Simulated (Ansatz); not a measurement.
# SiW2: the cost of one run

Computed with Ansatz 0.2.0 (DFT PBE, scalar-relativistic, plane waves, PAW, unless a step names another level, unless a step's input says otherwise).

1 further run of the same task is left out (for a known fault of the program). Runs told in other sessions of the task aren't counted.

## (1) Starting point

It takes space group P4/nmm (No. 129, tetragonal). Conventional cell: a = 3.201 Å, b = 3.201 Å, c = 8.734 Å, α = 90.00°, β = 90.00°, γ = 90.00°. Si (site symmetry 4mm) has 6 W at 2.60 to 2.89 Å and 4 Si at 2.67 Å in its first shell of neighbours. W (site symmetry 4mm) has 8 W at 2.74 to 2.78 Å and 1 Si at 2.89 Å in its first shell of neighbours. Around W (site symmetry 4mm) lie 5 Si at 2.60 to 2.68 Å and 4 W at 2.78 Å.

As a file:

```xyz
6
Lattice="3.2009 0.0000 0.0000 0.0000 3.2009 0.0000 0.0000 0.0000 8.7337" Properties=species:S:1:pos:R:3 pbc="T T T"
Si    0.0000    1.6005    8.0302
Si    1.6005    0.0000    0.7034
W     0.0000    1.6005    5.1394
W     1.6005    0.0000    3.5942
W     1.6005    0.0000    6.7598
W     0.0000    1.6005    1.9739
```

It came out lowest among 24 distinct ends of the trial cells. At a tolerance of 0.05 Å it has space group P4/nmm (No. 129).

## (2) Tight relaxation for the response runs, on the response runs' mesh and smearing

File input.yaml:

```yaml
crystal:
  lattice:
    - [3.2009062736, 0.0, 0.0]
    - [0.0, 3.2009062736, 0.0]
    - [0.0, 0.0, 8.7336668863]
  atoms:
    - { symbol: Si, position: [0.0, 0.5, 0.919455997] }
    - { symbol: Si, position: [0.5, 0.0, 0.080544003] }
    - { symbol: W, position: [0.0, 0.5, 0.5884620207] }
    - { symbol: W, position: [0.5, 0.0, 0.4115379793] }
    - { symbol: W, position: [0.5, 0.0, 0.7739877577] }
    - { symbol: W, position: [0.0, 0.5, 0.2260122423] }
basis:
  ecutwfc: 420
kpoints:
  mp_grid: { grid: [10, 10, 4] }
hamiltonian:
  xc: pbe
scf:
  occupations: { method: gaussian, width: 0.1 }
output:
  forces: true
  stress: true
  eigenvalues: true
relax:
  adjacent_minimum: "off"
  f_tol: 0.001
  max_steps: 60
  cell: { stress_tol: 0.01 }
```

Command:

```sh
> ansatz run input.yaml --threads 3 --pin off --max-ram 7680MiB --backend cpu --events-out ev --progress --plain --runs-dir out
```

What time and memory should one allow on 3 threads of Arm Neoverse V1, shared host?

About 19 s, with a peak of 0.5 GiB.
